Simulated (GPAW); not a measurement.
The system is Ge.

```
CELL_PARAMETERS angstrom
0.00000 2.82875 2.82875
2.82875 0.00000 2.82875
2.82875 2.82875 0.00000
ATOMIC_POSITIONS crystal
Ge 0.00000 0.00000 0.00000
Ge 0.25000 0.25000 0.25000
```

Base run:

```yaml
Program: GPAW 26.7.0
Functional: PBE
Potentials_or_basis: GPAW PAW data sets (gpaw-data 1.2.1)
Cutoff: 600 eV
Basis: pw
k_mesh: 10 × 10 × 10
Occupations: fermi-dirac, width 0.05 eV
Spin: no spin polarisation
```

Its results: band gap on the k mesh 0.09 eV, direct; pressure 3.9 GPa.

Question: The run is repeated on the same cell with these changes: functional from PBE to r2SCAN; band points from 100 to 60. What comes out?

Answer: Band gap on the k mesh 0.46 eV, direct; pressure 0.8 GPa.

Caveats: the PAW data sets were made with another functional, which shifts forces and pressure a little (some runs).
